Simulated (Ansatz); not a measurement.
**BiTe: the crystal squeezed far**

One table from this session's results is given with a row withheld; the runs are named, their logs left out.

Method: DFT, LDA, PAW with Ansatz's default frozen-core files, scalar-relativistic, in Ansatz 0.2.0.

## The starting structure

It takes space group Fm-3m (No. 225, cubic). The conventional cell has a = 6.507 Å, b = 6.507 Å, c = 6.507 Å, α = 90.00°, β = 90.00°, γ = 90.00°. Around Bi (site symmetry m-3m) lie 6 Te at 3.25 Å. Te (site symmetry m-3m) is surrounded by 6 Bi at 3.25 Å.

Coordinates:

```cif
data_structure
_symmetry_space_group_name_H-M 'P 1'
_symmetry_Int_Tables_number 1
_cell_length_a 4.6009
_cell_length_b 4.6009
_cell_length_c 4.6009
_cell_angle_alpha 60.000
_cell_angle_beta 60.000
_cell_angle_gamma 60.000
_cell_volume 68.87
loop_
_atom_site_label
_atom_site_type_symbol
_atom_site_fract_x
_atom_site_fract_y
_atom_site_fract_z
_atom_site_occupancy
Bi1 Bi 0.00000 0.00000 0.00000 1
Te1 Te 0.50000 0.50000 0.50000 1
```

Whether this phase is the stable one at these pressures isn't tested.

Atoms are numbered in the order of the input: Bi1, Te2.

Set-up of the first run:

File input.yaml:

```yaml
crystal:
  lattice:
    - [0.0, 3.253316, 3.253316]
    - [3.253316, 0.0, 3.253316]
    - [3.253316, 3.253316, 0.0]
  atoms:
    - { symbol: Bi, position: [0.0, 0.0, 0.0] }
    - { symbol: Te, position: [0.5, 0.5, 0.5] }
kpoints:
  mp_grid: { grid: [10, 10, 10] }
  band_path:
    path:
      - [0.0, 0.0, 0.0]
      - [0.5, 0.0, 0.5]
      - [0.625, 0.25, 0.625]
      - [0.375, 0.375, 0.75]
      - [0.0, 0.0, 0.0]
      - [0.5, 0.5, 0.5]
      - [0.5, 0.25, 0.75]
      - [0.5, 0.0, 0.5]
    npoints: 6
scf:
  occupations: { method: fermi_dirac, width: 0.05 }
hamiltonian:
  xc: lda
  pseudopotentials: { kind: paw }
output:
  forces: true
  stress: true
  eigenvalues: true
  populations: true
  write_density: true
  write_potential: true
  elf: true
  volumetric_format: npy
```

The run is started by

```console
ansatz run input.yaml --threads 1 --pin off --max-ram 2048MiB --backend cpu --events-out ev --progress --plain --runs-dir out
```

Steps of the session up to this table: Volume scaled by 1, PAW; Volume scaled by 0.8, PAW; Volume scaled by 0.75, PAW; Volume scaled by 0.45, PAW.

One of the session's tables, all rows but one given; the rest of the session is left out.

```
method  volume over the first  volume (Å³/atom)  pressure (GPa)
   PAW                      1                 ?               ?
   PAW                    0.8            27.547           12.06
   PAW                   0.75            25.825           19.97
   PAW                   0.45            15.495          208.93
```

**Question.** Estimate the row for PAW, 1.

The run gave: volume (Å³/atom): 34.433; pressure (GPa): -3.51. In the column «volume (Å³/atom)» it is the highest.
